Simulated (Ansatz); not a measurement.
# C3H9FSeSi, SMILES FCCC[Se][SiH3]: a single point in a Gaussian basis

Program: Ansatz 0.2.0, Python API.

Notebook, run cell by cell (the value of a cell's last expression is shown):

```python
import ansatz as az
from ase import Atoms
```

```python
atoms = Atoms(['F', 'C', 'C', 'C', 'Se', 'Si', 'H', 'H', 'H', 'H', 'H', 'H', 'H', 'H', 'H'], positions=[
    [-1.9018, 1.261, -1.2113],
    [-2.2158, 0.1301, -0.4785],
    [-0.9417, -0.5633, -0.0002],
    [-0.1491, 0.3215, 0.9638],
    [1.4409, -0.616, 1.6062],
    [2.6902, -0.063, -0.2291],
    [-2.7933, -0.5646, -1.1241],
    [-2.8499, 0.4155, 0.3878],
    [-1.2188, -1.5085, 0.5149],
    [-0.3161, -0.8177, -0.8816],
    [0.1425, 1.2746, 0.4734],
    [-0.7787, 0.5639, 1.8463],
    [4.0727, -0.5233, -0.0323],
    [2.1347, -0.7068, -1.4283],
    [2.6844, 1.3967, -0.4069],
])
geometry = az.Crystal.molecule_from_ase(atoms)
```

```python
base = (
    geometry.calculation()
    .basis(gaussian='def2-SVP')  # atom-centred Gaussian functions
    .functional('r2scan', dispersion='d4')
)
r = base.session().plan(threads=1).execute().report
```

    

```python
print(f'E = {r["free_energy_ev"]:.6f} eV = {r["free_energy_ev"] / 27.211386246:.7f} Ha')
print('converged:', r['converged'], ' doubts:', r['published_state_doubts'] or 'none')
```

    E = -79183.339889 eV = -2909.9340685 Ha
    converged: True  doubts: none

```python
field = r['mean_field']
print('<S^2> =', round(abs(field['state']['spin_squared']), 4), ' all-electron relativity setting:', field['relativity'])
print('passes:', field['passes'])
if 'symmetry' in field:
    print('occupied orbitals by irrep:', field['symmetry']['occupied'])
```

    <S^2> = 0.0  all-electron relativity setting: none
    passes: {'evaluations': 16, 'products': 12}
    occupied orbitals by irrep: [{'A': 42}, {'A': 42}]

Reading the output:
- Total energies depend on the basis set; only differences at equal settings carry meaning.
- The geometry is a force-field or estimated start, not a minimum of this method, and the basis set is short of its limit.
- Run time: 13 s on 1 thread of Arm Neoverse V1 (shared host), peak memory 0.31 GiB.

(Lines on the test bed's own set-up are left out of the output.)
